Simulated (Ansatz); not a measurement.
# Cl2GeH4OSi: basis-set convergence

The task here is to estimate one member of a computed series from the others.

Program: Ansatz 0.2.0, Gaussian basis. Level of theory: one geometry, several basis sets. These are calculated values, not measurements.

Plan: PBE0-D4/def2-SVP; ωB97M-V/def2-SVP; PBE0-D4/def2-QZVPP; ωB97M-V/def2-QZVPP; the functionals' def2-TZVPP values are taken from earlier runs.

### The geometry

All runs share one geometry, relaxed beforehand with PBE0-D4 in a triple-zeta def2 set.

9 atoms, charge 0, spin multiplicity 1.

Atoms are counted from 1 here; the program's logs count them from 0.

Bond lengths: O1–Si2 1.631 Å, O1–H6 0.963 Å, Si2–Cl3 2.055 Å, Si2–Ge4 2.390 Å, Si2–H7 1.477 Å, Ge4–Cl5 2.183 Å, Ge4–H8 1.534 Å, Ge4–H9 1.537 Å. Angles: Si2–O1–H6 116.3°, O1–Si2–Cl3 112.3°, O1–Si2–Ge4 107.2°, O1–Si2–H7 107.3°, Cl3–Si2–Ge4 106.7°, Cl3–Si2–H7 107.6°, Ge4–Si2–H7 115.9°, Si2–Ge4–Cl5 100.2°, Si2–Ge4–H8 116.6°, Si2–Ge4–H9 116.1°, Cl5–Ge4–H8 106.2°, Cl5–Ge4–H9 105.7°, H8–Ge4–H9 110.5°.

Set-up of the first run:

in.yaml

```yaml
crystal:
  periodic: [false, false, false]
  atoms:
    - {symbol: O, position_ang: [1.220725, 1.568991, -0.053095]}
    - {symbol: Si, position_ang: [1.127860, -0.040799, 0.190810]}
    - {symbol: Cl, position_ang: [1.958174, -1.113648, -1.352846]}
    - {symbol: Ge, position_ang: [-1.191497, -0.612002, 0.255027]}
    - {symbol: Cl, position_ang: [-2.000306, 0.911027, -1.083645]}
    - {symbol: H, position_ang: [0.555899, 1.951027, -0.635173]}
    - {symbol: H, position_ang: [1.900784, -0.344007, 1.412131]}
    - {symbol: H, position_ang: [-1.581741, -1.965756, -0.351732]}
    - {symbol: H, position_ang: [-1.901499, -0.401133, 1.601625]}
basis:
  gaussian: {orbitals: def2-SVP}
hamiltonian: {xc: pbe0, dispersion: d4}
output: {orbitals: {seedname: orbitals}}
```

The run is started by

```bash
$ ansatz run in.yaml --threads 4 --pin off --events-out ev --progress --plain --max-ram 10444MiB
```

Among the steps run: PBE0-D4 in def2-SVP; ωB97M-V in def2-SVP; PBE0-D4 in def2-QZVPP; ωB97M-V in def2-QZVPP.

One table of the session follows, with a row left open; its other results are not shown here.

It belongs to the step «Density functionals: the series». 

```
functional       basis  HOMO (eV)
   PBE0-D4    def2-SVP          ?
   PBE0-D4  def2-TZVPP      -8.14
   PBE0-D4  def2-QZVPP      -8.17
   ωB97M-V    def2-SVP     -10.03
   ωB97M-V  def2-TZVPP     -10.18
   ωB97M-V  def2-QZVPP     -10.22
```

**Question.** Estimate the row for PBE0-D4, def2-SVP.

**Answer.** HOMO (eV): -8.03. In the column «HOMO (eV)» it is the highest.
